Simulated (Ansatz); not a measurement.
## Pb2Cl8 in a box, plane waves

Ansatz 0.2.0, DFT PBE, spin-orbit coupling, plane waves, PAW, molecule in a box. The geometry was relaxed with Gaussian bases (PBE0; Pb def2-SVP with ECP60, Cl def2-SVP).

```yaml
crystal:
  lattice:
    - [12.7, 0.0, 0.0]
    - [0.0, 12.47, 0.0]
    - [0.0, 0.0, 15.46]
  atoms:
    - { symbol: Pb, position: [0.50000157, 0.44734804, 0.63496831] }
    - { symbol: Pb, position: [0.50000157, 0.44734804, 0.36488875] }
    - { symbol: Cl, position: [0.62975039, 0.43677065, 0.4999282] }
    - { symbol: Cl, position: [0.37025354, 0.43677065, 0.4999282] }
    - { symbol: Cl, position: [0.50000157, 0.63873376, 0.65676197] }
    - { symbol: Cl, position: [0.35433071, 0.36086608, 0.70878331] }
    - { symbol: Cl, position: [0.64567323, 0.36086608, 0.70878331] }
    - { symbol: Cl, position: [0.50000157, 0.63873376, 0.34309444] }
    - { symbol: Cl, position: [0.35433071, 0.36086608, 0.29107374] }
    - { symbol: Cl, position: [0.64567323, 0.36086608, 0.29107374] }
basis:
  ecutwfc: 420
  ecutrho_ratio: 4
kpoints:
  mp_grid: { grid: [1, 1, 1] }
hamiltonian:
  xc: pbe
scf:
  occupations: { method: gaussian, width: 0.01 }
output:
  forces: true
  eigenvalues: true
  populations: true
  write_density: true
  write_potential: true
  elf: true
  volumetric_format: npy
magnetization:
  noncollinear: true
  spin_orbit: true
```

Command:
```sh
ansatz run input.yaml --threads 4 --pin off --max-ram 8192MiB --backend cpu --events-out ev --progress --plain --runs-dir out
```
It took 34 s on 4 threads of Arm Neoverse V2, on a shared host, peak memory 4 GiB.

(1) How does the SCF go?

(2) Which levels lie next to the highest filled one (eV, counted from it)?

(3) What forces are left at this geometry, relaxed with Gaussian bases (eV/Å)?

The forces come from the other functional as well as from the basis.

A frequency check found unstable modes (1, the lowest at -20 cm⁻¹), so the relaxed geometry is a saddle point, or these are noise.

Results:

(1) 
```
SCF iter   1: F=—  HF=-32533.677724 eV  |F-HF|=—  |Δ(HF+E_count)|=         —  Δρ=1.22e-2
preconditioner: auto → Resta (q_TF=auto, 1.555 Å⁻¹)  ε∞=1.3  [insulator: Δε(μ)=2.643 eV  Ē_g=12.918 eV  σ=0.010 eV  W_gap=1.00  n_
spin=Noncollinear: Resta preconditioning applied to the charge; magnetization (m_x, m_y, m_z) channels mix plain (no charge-respon
SCF iter   2: F=—  HF=-32531.828653 eV  |F-HF|=—  |Δ(HF+E_count)|=    1.85e0  Δρ=7.12e-3
SCF iter   3: F=—  HF=-32531.557140 eV  |F-HF|=—  |Δ(HF+E_count)|=   2.72e-1  Δρ=3.24e-3
...
SCF iter   6: F=—  HF=-32531.541118 eV  |F-HF|=—  |Δ(HF+E_count)|=   3.46e-5  Δρ=9.70e-5
SCF iter   7: F=—  HF=-32531.541181 eV  |F-HF|=—  |Δ(HF+E_count)|=   6.30e-5  Δρ=2.96e-5
SCF iter   8: F=—  HF=-32531.541444 eV  |F-HF|=—  |Δ(HF+E_count)|=   2.64e-4  Δρ=9.39e-6
SCF iter   9: F=—  HF=-32531.541445 eV  |F-HF|=—  |Δ(HF+E_count)|=   4.84e-7  Δρ=3.19e-6
SCF iter  10: F=-32531.541445 eV  HF=-32531.541445 eV  |F-HF|=5.62e-9  |Δ(HF+E_count)|=   5.46e-8  Δρ=9.19e-7
```

(2) Filled: -0.28, -0.28, -0.26, -0.26, -0.22, -0.22, -0.10, -0.10, 0.00, 0.00. Empty: 1.90, 1.90, 1.94, 1.94, 5.37, 5.37, 5.61, 5.61.

(3) 
```
Pb   0.00  0.09  0.01
Pb   0.00  0.09 -0.01
Cl   0.11  0.00  0.00
Cl  -0.11  0.00  0.00
Cl   0.00  0.00  0.03
Cl  -0.06 -0.04  0.13
Cl   0.06 -0.04  0.13
Cl   0.00  0.00 -0.03
Cl  -0.06 -0.04 -0.13
Cl   0.06 -0.04 -0.13
```
